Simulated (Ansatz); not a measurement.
# CH6Si: the cost of one run

Method: PBE0-D4/def2-TZVP structures, single points in def2-TZVPP, no counterpoise correction; program: Ansatz 0.2.0, Gaussian basis.

Levels: SPW92, PBE-D4, BLYP-D4, r2SCAN-D4, B97M-V, PBE0-D4, B3LYP-D4, r2SCAN0-D4, BHLYP-D4, CAM-B3LYP-D4, wB97X-V, wB97M-V, B2PLYP, PBE-QIDH, RPA on PBE, Hartree-Fock, MP2, CCSD, CCSD(T).

Correlated methods freeze the cores. B3LYP uses VWN-RPA correlation. B2PLYP carries no dispersion term here.

113 further runs of the same task are left out: 113 set aside as unsound or not needed.

### Step 1. The starting structure

The complex: 12 atoms, charge 0, spin multiplicity 1.

Atoms are counted from 1 here; the program's logs count them from 0.

Bond lengths: Si1–H2 1.508 Å, Si1–H3 1.485 Å, Si1–H4 1.484 Å, Si1–C5 1.859 Å, C5–H10 1.092 Å, C5–H11 1.092 Å, C5–H12 1.092 Å, H6–F7 0.933 Å, H8–F9 0.939 Å. Angles: H2–Si1–H3 104.6°, H2–Si1–H4 106.5°, H2–Si1–C5 109.8°, H3–Si1–H4 109.4°, H3–Si1–C5 113.3°, H4–Si1–C5 112.7°, Si1–C5–H10 110.2°, Si1–C5–H11 110.1°, Si1–C5–H12 111.0°, H10–C5–H11 108.4°, H10–C5–H12 108.2°, H11–C5–H12 108.9°.

Coordinates:

```
Si   -0.4139   -1.0773   -0.5750
H     0.7330   -1.3675    0.3602
H    -0.4746   -2.2598   -1.4712
H    -1.6390   -1.0287    0.2617
C    -0.0999    0.5153   -1.4805
H     0.3183    1.4057    2.0549
F    -0.0212    2.1223    1.5628
H     0.8261   -0.6898    1.7614
F     0.8931   -0.1473    2.5249
H    -0.9120    0.7150   -2.1835
H    -0.0442    1.3448   -0.7723
H     0.8345    0.4673   -2.0434
```

Its parts: CH6Si holds atoms 1, 2, 3, 4, 5, 10, 11, 12; HF holds atoms 6, 7; HF holds atoms 8, 9. Each part counts its atoms afresh in its own runs.

### Step 2. Relaxing CH6Si alone

relax-a/in.yaml reads:

```yaml
crystal:
  periodic: [false, false, false]
  atoms:
    - {symbol: Si, position_ang: [-0.413943, -1.077335, -0.575022]}
    - {symbol: H, position_ang: [0.733005, -1.367525, 0.360214]}
    - {symbol: H, position_ang: [-0.474556, -2.259814, -1.471177]}
    - {symbol: H, position_ang: [-1.639026, -1.028696, 0.261652]}
    - {symbol: C, position_ang: [-0.099925, 0.515338, -1.480541]}
    - {symbol: H, position_ang: [-0.911992, 0.715015, -2.183464]}
    - {symbol: H, position_ang: [-0.044244, 1.344809, -0.772298]}
    - {symbol: H, position_ang: [0.834450, 0.467311, -2.043399]}
basis:
  gaussian: {orbitals: def2-TZVP}
hamiltonian: {xc: pbe0, dispersion: d4}
relax: {f_tol: 0.005, max_steps: 200}
```

On the command line:

```bash
ansatz run in.yaml --threads 4 --pin off --events-out ev --progress --plain --max-ram 9574MiB
```

**Question.** How long does this run take on 4 threads of Arm Neoverse V1, shared host?

About 3 s.
